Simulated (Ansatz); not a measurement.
# Si5Pb11C4: the cost of one run

All numbers below are computed with Ansatz 0.2.0 (DFT PBE, scalar-relativistic, plane waves, PAW).

### 1 Starting point

The cell holds 20 atoms (C4Pb11Si5): a = 7.251 Å, b = 7.251 Å, c = 11.076 Å, α = 83.74°, β = 70.89°, γ = 70.53°.

The sites of an ideal diamond lattice, at a guessed lattice constant, take 4 C, 5 Si, 11 Pb (sublattices apart by semicolons), with a shake of 0.02 Å. Warren-Cowley parameters of the first shell (negative: unlike neighbours preferred): C-Pb -0.14, C-Si -0.50, Pb-Si -0.27. In a cell this small the draw can fall short of the order aimed at.

As a file:

```
CELL_PARAMETERS angstrom
2.96019 2.96019 5.92038
-2.96019 -2.96019 5.92038
8.88057 -5.92038 2.96019
ATOMIC_POSITIONS crystal
C 0.80177 0.99690 0.40295
C 0.70387 0.50122 0.59834
C 0.89672 0.49987 0.19862
C 0.97405 0.87821 0.80248
Si 0.59337 0.00732 0.80055
Si 0.39663 0.00178 0.19722
Si 0.67651 0.37464 0.40167
Si 0.07606 0.37121 0.60316
Si 0.87036 0.37726 0.00153
Pb 0.19969 0.99700 0.59899
Pb 0.09500 0.50436 0.79980
Pb 0.99831 0.00018 0.00136
Pb 0.29877 0.50474 0.39839
Pb 0.49733 0.50007 0.99919
Pb 0.57438 0.87954 0.59922
Pb 0.47748 0.37041 0.79843
Pb 0.37512 0.87392 0.99987
Pb 0.77598 0.87700 0.20072
Pb 0.17201 0.88009 0.40302
Pb 0.27608 0.37277 0.19782
```

### 2 Relaxation without symmetry, coarse mesh

Cell and atoms move without symmetry, on a coarse mesh with loose thresholds.

input.yaml reads:

```yaml
crystal:
  lattice:
    - [2.9601903, 2.9601903, 5.9203806]
    - [-2.9601903, -2.9601903, 5.9203806]
    - [8.8805709, -5.9203806, 2.9601903]
  atoms:
    - { symbol: C, position: [0.8017732939, 0.9969035594, 0.4029465662] }
    - { symbol: C, position: [0.7038712412, 0.5012206366, 0.5983413387] }
    - { symbol: C, position: [0.8967201456, 0.4998732142, 0.1986192532] }
    - { symbol: C, position: [0.9740456346, 0.8782066318, 0.8024849708] }
    - { symbol: Si, position: [0.5933714771, 0.0073215307, 0.8005485454] }
    - { symbol: Si, position: [0.3966333848, 0.001780563, 0.1972215134] }
    - { symbol: Si, position: [0.6765119255, 0.3746353161, 0.4016673469] }
    - { symbol: Si, position: [0.0760558545, 0.3712139344, 0.6031585727] }
    - { symbol: Si, position: [0.8703557375, 0.3772641137, 0.0015298826] }
    - { symbol: Pb, position: [0.1996942642, 0.9970032134, 0.5989867411] }
    - { symbol: Pb, position: [0.0949964563, 0.5043646011, 0.7998018813] }
    - { symbol: Pb, position: [0.9983120274, 0.0001775861, 0.0013563768] }
    - { symbol: Pb, position: [0.2987663423, 0.5047396395, 0.3983894695] }
    - { symbol: Pb, position: [0.4973346119, 0.5000705401, 0.9991932729] }
    - { symbol: Pb, position: [0.5743807005, 0.8795367251, 0.5992173239] }
    - { symbol: Pb, position: [0.4774844466, 0.3704097624, 0.798433987] }
    - { symbol: Pb, position: [0.3751247714, 0.873924049, 0.999867639] }
    - { symbol: Pb, position: [0.7759783213, 0.8769966088, 0.2007204529] }
    - { symbol: Pb, position: [0.1720123895, 0.8800864192, 0.4030227132] }
    - { symbol: Pb, position: [0.276081512, 0.3727731084, 0.1978203234] }
  symmetry: { detect: false }
basis:
  ecutwfc: 420
kpoints:
  mp_grid: { grid: [2, 2, 2], shift: [0.5, 0.5, 0.5] }
hamiltonian:
  xc: pbe
scf:
  occupations: { method: gaussian, width: 0.1 }
  lower_state_search: "off"
output:
  forces: true
  stress: true
  eigenvalues: true
relax:
  adjacent_minimum: "off"
  f_tol: 0.04
  max_steps: 50
  cell: { stress_tol: 0.3 }
```

Command:

```bash
> ansatz run input.yaml --threads 4 --pin off --max-ram 9216MiB --backend cpu --events-out ev --progress --plain --runs-dir out
```

What time and memory should one allow on 4 threads of Arm Neoverse V2, shared host?

About 6.6 min, with a peak of 1.4 GiB.
